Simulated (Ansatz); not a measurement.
# Ge₂H₄Cl₂: how energies converge with the basis set

How large a basis does Ge₂H₄Cl₂ need? Two functionals are run in growing sets.

Program: Ansatz 0.2.0, Gaussian basis. Level of theory: one geometry, several basis sets. These are calculated values, not measurements.

Levels to be run: PBE0-D4/def2-SVP; ωB97M-V/def2-SVP; PBE0-D4/def2-QZVPP; ωB97M-V/def2-QZVPP; the functionals' def2-TZVPP values are taken from earlier runs.

## Step 1: The geometry

All runs share one geometry, relaxed beforehand with PBE0-D4 in a triple-zeta def2 set.

SMILES `[Cl][GeH2][GeH2][Cl]`, 8 atoms, charge 0, spin multiplicity 1.

Atoms are counted from 1 here; the program's logs count them from 0.

Bond lengths: Cl1–Ge2 2.158 Å, Ge2–Ge3 2.428 Å, Ge2–H5 1.537 Å, Ge2–H6 1.534 Å, Ge3–Cl4 2.158 Å, Ge3–H7 1.534 Å, Ge3–H8 1.537 Å. Angles: Cl1–Ge2–Ge3 106.6°, Cl1–Ge2–H5 106.7°, Cl1–Ge2–H6 107.2°, Ge3–Ge2–H5 112.7°, Ge3–Ge2–H6 112.1°, H5–Ge2–H6 111.1°, Ge2–Ge3–Cl4 106.6°, Ge2–Ge3–H7 112.1°, Ge2–Ge3–H8 112.7°, Cl4–Ge3–H7 107.2°, Cl4–Ge3–H8 106.7°, H7–Ge3–H8 111.1°.

Geometry (Å):

```xyz
8
Cl2Ge2H4
Cl   -1.4109    1.8755   -1.2486
Ge   -0.2064    1.1339    0.3809
Ge    0.2152   -1.2125   -0.0810
Cl    1.5679   -1.2756   -1.7610
H    -1.0203    1.3490    1.6670
H     1.0862    1.9596    0.4016
H    -1.0595   -1.9576   -0.4970
H     0.9197   -1.9294    1.0821
```

## Step 2: PBE0-D4 in def2-SVP

File in.yaml:

```yaml
crystal:
  periodic: [false, false, false]
  atoms:
    - {symbol: Cl, position_ang: [-1.410893, 1.875451, -1.248571]}
    - {symbol: Ge, position_ang: [-0.206364, 1.133851, 0.380894]}
    - {symbol: Ge, position_ang: [0.215247, -1.212549, -0.080996]}
    - {symbol: Cl, position_ang: [1.567932, -1.275553, -1.760995]}
    - {symbol: H, position_ang: [-1.020282, 1.349046, 1.667050]}
    - {symbol: H, position_ang: [1.086205, 1.959639, 0.401585]}
    - {symbol: H, position_ang: [-1.059470, -1.957593, -0.496984]}
    - {symbol: H, position_ang: [0.919727, -1.929393, 1.082117]}
basis:
  gaussian: {orbitals: def2-SVP}
hamiltonian: {xc: pbe0, dispersion: d4}
output: {orbitals: {seedname: orbitals}}
```

Started as:

```console
> ansatz run in.yaml --threads 4 --pin off --events-out ev --progress --plain --max-ram 10444MiB
```

Log:

```text
Functional definition: PBE0
  name "PBE0"
  cite "Adamo & Barone, J. Chem. Phys. 110, 6158 (1999) doi:10.1063/1.478522"
  cite "Perdew, Burke & Ernzerhof, Phys. Rev. Lett. 77, 3865 (1996) doi:10.1103/PhysRevLett.77.3865"
  parent pbe
  parameter a = 0.25
  parameter kappa = 0.804
  parameter beta = 0.06672455060314922
  exchange = (1 - a)*pbe_x(kappa = kappa, mu = beta*pi^2/3) + a*exact_x
  correlation = pbe_c(beta = beta)
1152 factors; integrals over basis functions are off by at most 1.5e-3 eV
mean field evaluation 1: about -138104.0149 eV, gradient 2.2e1 eV
mean field evaluation 2: about -138103.8400 eV, gradient 2.4e1 eV
mean field evaluation 4: about -138104.7014 eV, gradient 4.7e-1 eV
mean field evaluation 8: about -138104.7557 eV, gradient 5.2e-2 eV
mean field evaluation 16: about -138104.7557 eV, gradient 3.7e-5 eV
mean field -138104.75566601 eV, -5075.2561599604 hartree, gradient 3.7e-5 eV, S^2 0.000000; 0 other end points of the search recorded, 0 dependent functions left out
reference -138104.75569346 eV, -5075.2561609691 hartree; 51, 51 occupied and 69, 69 virtual orbitals, 1152 factors
Total energy: -138104.95414122 eV, -5075.2634537897 hartree
```

Run time: 1.5 s. Hardware: 4 threads of Arm Neoverse V2, shared host; peak memory 0.31 GiB.

## Step 3: ωB97M-V in def2-SVP

Edit in.yaml of step 2 so:

```diff
@@ -13,3 +13,3 @@
   gaussian: {orbitals: def2-SVP}
-hamiltonian: {xc: pbe0, dispersion: d4}
+hamiltonian: {xc: {name: wB97M-V}}
 output: {orbitals: {seedname: orbitals}}
```

Launched as before.

Log, shortened:

```text
Functional definition: wB97M-V
  name "wB97M-V"
  cite "Mardirossian & Head-Gordon, J. Chem. Phys. 144, 214110 (2016) doi:10.1063/1.4952647"
  cite "Becke, J. Chem. Phys. 107, 8554 (1997) doi:10.1063/1.475007"
  cite "Vydrov & Van Voorhis, J. Chem. Phys. 133, 244103 (2010) doi:10.1063/1.3521275"
  # Of w^i u^j: cxij and so on, Table III.
[...]
  gx(w, u) = 1 - cx + cx01*u + cx10*w
  gss(w, u) = css00 + css04*u^4 + css10*w + css20*w^2 + css43*w^4*u^3
  gos(w, u) = cos00 + cos10*w + (cos20 + cos21*u)*w^2 + (cos60 + cos61*u)*w^6
[...]
      + integral(e_c_pw_mod_opposite_spin*gos(b97_w_opposite, b97_u_opposite)) + vv10(b, c)
1152 factors; integrals over basis functions are off by at most 1.5e-3 eV
302 factors; integrals over basis functions are off by at most 4.4e-6 eV
[...]
mean field -138119.52872029 eV, -5075.7990596916 hartree, gradient 6.1e-6 eV, S^2 0.000000; 0 other end points of the search recorded, 0 dependent functions left out
reference -138119.52876123 eV, -5075.7990611961 hartree; 51, 51 occupied and 69, 69 virtual orbitals, 1152 factors
Total energy: -138119.52876123 eV, -5075.7990611961 hartree
```

It took 5.5 s on 4 threads of Arm Neoverse V2, shared host; peak memory 0.45 GiB.

## Step 4: PBE0-D4 in def2-QZVPP

Edit in.yaml of step 3 so:

```diff
@@ -12,4 +12,4 @@
 basis:
-  gaussian: {orbitals: def2-SVP}
-hamiltonian: {xc: {name: wB97M-V}}
+  gaussian: {orbitals: "def2-QZVPP.json"}
+hamiltonian: {xc: pbe0, dispersion: d4}
 output: {orbitals: {seedname: orbitals}}
```

Launched as before.

Log:

```text
Functional definition: PBE0
  name "PBE0"
  cite "Adamo & Barone, J. Chem. Phys. 110, 6158 (1999) doi:10.1063/1.478522"
  cite "Perdew, Burke & Ernzerhof, Phys. Rev. Lett. 77, 3865 (1996) doi:10.1103/PhysRevLett.77.3865"
  parent pbe
  parameter a = 0.25
  parameter kappa = 0.804
  parameter beta = 0.06672455060314922
  exchange = (1 - a)*pbe_x(kappa = kappa, mu = beta*pi^2/3) + a*exact_x
  correlation = pbe_c(beta = beta)
2092 factors; their error is unknown
mean field evaluation 1: about -138129.8579 eV, gradient 2.6e1 eV
mean field evaluation 2: about -138129.9091 eV, gradient 2.9e1 eV
mean field evaluation 4: about -138130.6252 eV, gradient 1.1e0 eV
mean field evaluation 8: about -138130.9366 eV, gradient 6.1e-1 eV
mean field evaluation 16: about -138130.9366 eV, gradient 2.7e-5 eV
mean field -138130.93664061 eV, -5076.2182930308 hartree, gradient 2.7e-5 eV, S^2 0.000000; 0 other end points of the search recorded, 0 dependent functions left out
reference -138130.93667970 eV, -5076.2182944671 hartree; 51, 51 occupied and 387, 387 virtual orbitals, 2092 factors
Total energy: -138131.13512745 eV, -5076.2255872877 hartree
```

It took 11 s on 4 threads of Arm Neoverse V2, shared host; peak memory 2.3 GiB.

## Step 5: ωB97M-V in def2-QZVPP

Edit in.yaml of step 4 so:

```diff
@@ -13,3 +13,3 @@
   gaussian: {orbitals: "def2-QZVPP.json"}
-hamiltonian: {xc: pbe0, dispersion: d4}
+hamiltonian: {xc: {name: wB97M-V}}
 output: {orbitals: {seedname: orbitals}}
```

The command is unchanged.

Log, shortened:

```text
Functional definition: wB97M-V
  name "wB97M-V"
  cite "Mardirossian & Head-Gordon, J. Chem. Phys. 144, 214110 (2016) doi:10.1063/1.4952647"
  cite "Becke, J. Chem. Phys. 107, 8554 (1997) doi:10.1063/1.475007"
  cite "Vydrov & Van Voorhis, J. Chem. Phys. 133, 244103 (2010) doi:10.1063/1.3521275"
  # Of w^i u^j: cxij and so on, Table III.
[...]
  gx(w, u) = 1 - cx + cx01*u + cx10*w
  gss(w, u) = css00 + css04*u^4 + css10*w + css20*w^2 + css43*w^4*u^3
  gos(w, u) = cos00 + cos10*w + (cos20 + cos21*u)*w^2 + (cos60 + cos61*u)*w^6
[...]
      + integral(e_c_pw_mod_opposite_spin*gos(b97_w_opposite, b97_u_opposite)) + vv10(b, c)
2036 factors; their error is unknown
345 factors; integrals over basis functions are off by at most 5.6e-5 eV
[...]
mean field -138145.50445408 eV, -5076.7536503015 hartree, gradient 1.0e-5 eV, S^2 0.000000; 0 other end points of the search recorded, 0 dependent functions left out
reference -138145.50451699 eV, -5076.7536526132 hartree; 51, 51 occupied and 387, 387 virtual orbitals, 2036 factors
Total energy: -138145.50451699 eV, -5076.7536526132 hartree
```

It took 26 s on 4 threads of Arm Neoverse V2, shared host; peak memory 2.6 GiB.

## Step 6: Functionals by basis

The def2-TZVPP values come from earlier runs at the same geometry.

| functional | basis | functions | energy (eV) | from the largest (eV) | HOMO (eV) | LUMO (eV) |
| --- | --- | --- | --- | --- | --- | --- |
| PBE0-D4 | def2-SVP | 120 | -138104.9541 | 26.181 | -7.99 | -0.77 |
| PBE0-D4 | def2-TZVPP | 236 | -138127.9490 | 3.186 | -8.12 | -0.96 |
| PBE0-D4 | def2-QZVPP | 438 | -138131.1351 | 0.000 | -8.14 | -1.09 |
| ωB97M-V | def2-SVP | 120 | -138119.5288 | 25.976 | -9.99 | 1.19 |
| ωB97M-V | def2-TZVPP | 236 | -138142.4068 | 3.098 | -10.16 | 0.93 |
| ωB97M-V | def2-QZVPP | 438 | -138145.5045 | 0.000 | -10.19 | 0.63 |

## Step 7: Results

```
                                       quantity           value
PBE0-D4: double and triple zeta above quadruple  26.18, 3.19 eV
ωB97M-V: double and triple zeta above quadruple  25.98, 3.10 eV
```

PBE0-D4 gains 22.99 eV from double to triple zeta, then 3.19 eV more. These are total energies; as a rule much of such shifts cancels in differences, which this series doesn't test. The LUMO of ωB97M-V is positive and keeps falling with the basis (1.19 to 0.63 eV): an unbound level that the basis holds in place.

For PBE0-D4 the largest set took about 7 times as long as the smallest (11 s against 1.5 s).
